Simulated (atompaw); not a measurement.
# A PAW (atompaw) potential for cadmium, from input to tests

Do these settings give a usable potential? It is generated, then checked for scattering, ghosts and hardness.

Program: atompaw 4.2.0.5. Reference atom: PBE, scalar-relativistic, spherical and spin-unpolarised. All values are calculated.

## (1) The atom and the settings

The settings as typed:

```
element                 : cadmium (Cd, Z = 48)
type                    : PAW
frozen core             : [Kr]
valence charge          : 12
reference configuration : 4d10 5s1 5p0 (charge +1)
partial waves           : 5s (bound): rc 2.70 bohr; 5s channel at -0.55 Ry: rc 2.70 bohr; 5p (bound, empty): rc 2.25 bohr; 5p channel at 0.75 Ry: rc 2.25 bohr; 4d (bound): rc 1.85 bohr; 4d channel at -0.5 Ry: rc 2.70 bohr
local potential         : bessel scheme, radius 2.25 bohr
core correction         : smooth core density matched at 2.60 bohr
augmentation charge     : besselshape compensation charge, radius 2.50 bohr; PAW radius 2.70 bohr; waves and projectors: custom polynom vanderbiltortho
```

The nodes and maxima of the atom's own shells, from an earlier all-electron run, set the scale for the radii.

All-electron outer shells of the reference configuration (PBE, scalar-relativistic, ld1.x):

```csv
shell,level (eV),outermost node (bohr),outermost maximum (bohr)
4s,-114.75,0.43,0.79
4p,-75.82,0.43,0.84
4d,-20.51,0.42,0.98
5s,-13.06,1.06,2.23
5p,-7.37,1.19,2.83
```

## (2) Generating the potential

Cd.input reads:

```
Cd 48
GGA-PBE scalarrelativistic loggrid 1500 logderivrange -4 5 226
5 5 4 0 0 0
5 0 1
5 1 0
0 0 0
c
c
c
c
v
c
c
c
v
c
v
2
2.70 2.50 2.25 2.60
y
-0.55
n
y
0.75
n
y
-0.5
n
custom polynom vanderbiltortho besselshape
bessel
2.70
2.70
2.25
2.25
1.85
2.70
PWSCFOUT
UPFDX 0.0125d0 UPFXMIN -7.d0 UPFZMESH 48.d0
END
```

Launch:

```
$ atompaw < Cd.input > Cd.log
```

Before running it: what results should come out? Wanted: cutoffs for 10 and 1 mRy, occupied levels; bound ghosts; largest phase difference near zero energy, channels read; lowest eigenvalue of the overlap; share of valence orbitals outside the PAW sphere; UPF file.

**Answer**, as computed:

| quantity | value |
| --- | --- |
| cutoffs for 10 and 1 mRy, occupied levels | 45 Ry and 70 Ry |
| bound ghosts | none found |
| largest phase difference near zero energy, channels read | 0.002 rad |
| lowest eigenvalue of the overlap (Bessel basis) | 0.200 (s) |
| share of valence orbitals outside the PAW sphere | 5s 42 %, 5p 69 %, 4d 2 % |
| UPF file | written |

In words: It counts as of middling hardness, with 45 Ry needed at the looser tolerance. The slowest occupied level is 4d: taken alone it needs 45 Ry to come within 1 mRy, against 8 Ry for 5s. The Bessel-basis test finds no level below the valence levels. Near zero energy the phases of the channels with partial waves agree within 0.002 rad. All of this concerns the isolated atom, not yet a solid.
